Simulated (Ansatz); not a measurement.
**GaH₂+ (triplet): wave-function methods side by side at scale of all distances = 1.000, aug-cc-pVTZ**

Aim: climb from Hartree-Fock through coupled cluster and multireference methods for GaH₂+ (triplet) at one geometry and basis, and see what each rung misses.

Computed with Ansatz 0.2.0, Gaussian basis. Level: aug-cc-pVTZ, core rule «outside noble gas», up to 14 orbitals frozen.

The runs, in order: UHF; CCSD(T) on ROHF; CCSD(T) on UHF; BCCD(T) on ROHF; CCSDT(Q) on ROHF; CCSDT(Q) on UHF; CASSCF and NEVPT2, 4 electrons in 6 orbitals; Full CI.

8 further runs of the same task are left out: 6 that didn't finish, 2 set aside as unsound or not needed.

## 1. What is computed

The geometry derives from a PBE0/def2-TZVP stationary point (not a proven minimum). All distances are scaled together. No spin-orbit coupling is included. The filled d shell of Ga may be among the frozen orbitals whatever the setting's name suggests; the logs give the count.

3 atoms, charge 1, spin multiplicity 3.

Atoms are counted from 1 here; the program's logs count them from 0.

Bond lengths: Ga1–H2 1.768 Å, Ga1–H3 1.768 Å. Angles: H2–Ga1–H3 71.9°.

## 2. UHF

Contents of in.yaml:

```yaml
crystal:
  periodic: [false, false, false]
  atoms:
    - {symbol: Ga, position_ang: [0.000000, 0.000000, -0.040218]}
    - {symbol: H, position_ang: [0.000000, 1.038252, 1.391008]}
    - {symbol: H, position_ang: [0.000000, -1.038252, 1.391008]}
basis:
  gaussian: {orbitals: aug-cc-pVTZ}
total_charge: 1
magnetization: {spin_polarized: true, initial_magnetization: 2}
hamiltonian: {xc: hf}
output: {orbitals: {seedname: orbitals}}
```

Run with:

```console
$ ansatz run in.yaml --threads 1 --pin off --events-out ev --progress --plain --max-ram 2393MiB
```

The runs that follow: CCSD(T) on ROHF; CCSD(T) on UHF; BCCD(T) on ROHF; CCSDT(Q) on ROHF; CCSDT(Q) on UHF; CASSCF and NEVPT2, 4 electrons in 6 orbitals; Full CI.

Q: Predict the results of all the runs planned. Wanted: FCI below the RHF energy; RMP2 from FCI; UMP2 from FCI; RCCSD from FCI; RCCSD(T) from FCI; UCCSD(T) from FCI; RCCSDT(Q) from FCI; UCCSDT(Q) from FCI; NEVPT2 valence from FCI.

As calculated:

| quantity | value |
| --- | --- |
| FCI below the RHF energy | -1.9184 eV |
| RMP2 from FCI | +10.12 kcal/mol |
| UMP2 from FCI | +10.82 kcal/mol |
| RCCSD from FCI | +1.11 kcal/mol |
| RCCSD(T) from FCI | +0.26 kcal/mol |
| UCCSD(T) from FCI | -0.07 kcal/mol |
| RCCSDT(Q) from FCI | 0.00 kcal/mol |
| UCCSDT(Q) from FCI | -0.33 kcal/mol |
| NEVPT2 valence from FCI | +4.58 kcal/mol |
| levels within 1 kcal/mol (43 meV) | UCCSD, RCCSD(T), UCCSD(T), BCCD(T), RCCSDT, UCCSDT, RCCSDT(Q), UCCSDT(Q) |
| T1 diagnostic | 0.037 |
| effectively unpaired electrons | 2.03 |

In words: RCCSD(T) misses by +0.26 kcal/mol, 0.6 % of the correlation energy. UCCSD(T), UCCSDT, UCCSDT(Q) fall below full CI: unrestricted runs freeze a spin-polarised core, another one than full CI's, and coupled cluster isn't variational. One determinant dominates. These misses are within one basis, not against nature; the frozen cores of restricted and unrestricted runs differ, which can shift their rows.
